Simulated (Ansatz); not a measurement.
Task: a geometry optimisation of CSe2, SMILES [Se]=C=[Se], with the Ansatz DFT code, driven from Python. Give the script and its output. Level of theory: MP2, def2-SVP basis, multiplicity 1.

```xyz
3

Se   -1.9490    0.0840    0.0000
C    -0.0007    0.0100    0.0000
Se    1.9497   -0.0940    0.0000
```

`run_opt.py`
```python
"""Geometry optimisation of CSe2."""

import itertools

import ansatz as az
from ase import Atoms
from ase.data import atomic_numbers, covalent_radii
import numpy as np

atoms = Atoms(["Se", "C", "Se"], positions=[
    (-1.949, 0.084, 0.0),
    (-0.0007, 0.01, 0.0),
    (1.9497, -0.094, 0.0),
])
cse2 = az.Crystal.molecule_from_ase(atoms)

calculation = (
    cse2.calculation()
    .basis(gaussian="def2-SVP")
    .correlation("mp2")
)
symbols = [site.symbol for site in cse2.cartesian_sites]
start = np.array([site.position_ang for site in cse2.cartesian_sites], dtype=float)
rep = calculation.relax(force_tolerance=0.02).run(threads=1).report
end = np.array(rep["positions_ang"])

print("reference energy %16.6f eV" % rep["reference_energy_ev"])
print("total energy     %16.6f eV" % rep["free_energy_ev"])
print("occupied orbitals outside the frozen core (up, down):", rep["n_occupied"], " frozen:", rep["n_frozen"], " virtual:", rep["n_virtual"])

# pairs closer than 1.2 times the sum of covalent radii, before or after
radius = [covalent_radii[atomic_numbers[s]] for s in symbols]
span = lambda where, i, j: np.linalg.norm(where[i] - where[j])
bonded = [(i, j) for i, j in itertools.combinations(range(len(symbols)), 2) if min(span(start, i, j), span(end, i, j)) < 1.2 * (radius[i] + radius[j])]
print("pair        before    after (A)")
for i, j in bonded:
    print(f"{symbols[i]}{i}-{symbols[j]}{j}".ljust(10), f"{span(start, i, j):8.4f} {span(end, i, j):8.4f}")
with open("cse2_opt.xyz", "w") as handle:
    handle.write(f"{len(symbols)}\nrelaxed CSe2\n")
    handle.writelines(f"{s:2s} {x:11.6f} {y:11.6f} {z:11.6f}\n" for s, (x, y, z) in zip(symbols, end))
```

`python run_opt.py` gives:
```text
reference energy   -131618.607940 eV
total energy       -131635.139688 eV
occupied orbitals outside the frozen core (up, down): [18, 18]  frozen: 19  virtual: [41, 41]
pair        before    after (A)
Se0-C1       1.9497   1.6999
C1-Se2       1.9532   1.6999
```

`cse2_opt.xyz`, as written:
```text
3
relaxed CSe2
Se   -1.698132    0.076557    0.000000
C     0.000091    0.001938   -0.000000
Se    1.698041   -0.078494   -0.000000
```

What to keep in mind:
- Total energies depend on the basis set; only differences at equal settings carry meaning.
- The end point is the stationary point reached from this start; no frequency run checks that it is a minimum, and the basis set is modest.
- Run time: 15 s on 1 thread of Arm Neoverse V1 (shared host), peak memory 0.25 GiB.
